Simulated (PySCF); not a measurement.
# C3H8FNSi: the cost of one run

Computed with PySCF 2.14.0, with density-fitted response routines of our own, on a single molecule in the gas phase. Atoms are numbered from 0 throughout.

## (1) Starting geometry

14 atoms, charge 0, multiplicity 1; geometry from: GFN2-xTB. The atoms were then displaced at random by about 0.01 Å, so the start is not that level's minimum.

Bonds of the start (Å): C0–N1 1.26, N1–Si2 1.73, Si2–F3 1.63, Si2–C4 1.88, C4–C5 1.52, C0–H6 1.11, C0–H7 1.06, Si2–H8 1.46, C4–H9 1.10, C4–H10 1.11, C5–H11 1.09, C5–H12 1.10, C5–H13 1.10.

## (2) Optimising the geometry at PBE0-D3(BJ)/def2-SVP

The job: settings as JSON, then the geometry in Å.

```
{"job": {"xc": "PBE0", "basis": "def2-SVP", "d3": "d3bj", "grid": 1, "shake": 0.01, "kind": "geom"}, "charge": 0, "multiplicity": 1}
C      2.405780    -0.698990    -0.321340
N      1.640460    -0.447010     0.648180
Si     0.505610     0.762900     1.122810
F      0.945970     0.985580     2.678300
C     -1.195090    -0.035400     1.006140
C     -1.725520    -0.132820    -0.411780
H      2.527250    -0.010110    -1.183120
H      2.973170    -1.592650    -0.354560
H      0.585630     2.110010     0.578030
H     -1.164470    -1.026730     1.473040
H     -1.902080     0.553500     1.622890
H     -1.048450    -0.740880    -1.013970
H     -1.832390     0.856070    -0.876630
H     -2.723020    -0.598530    -0.415700
```

On the command line:

```
$ OMP_NUM_THREADS=1 python probes_run.py task.json out
```

The driver reads the jobs from task.json and runs them one after another.

Q: Estimate the wall time and peak memory of this first job on 1 thread of AMD EPYC 9R45, shared host.

About 40 s, with a peak of 0.55 GiB.
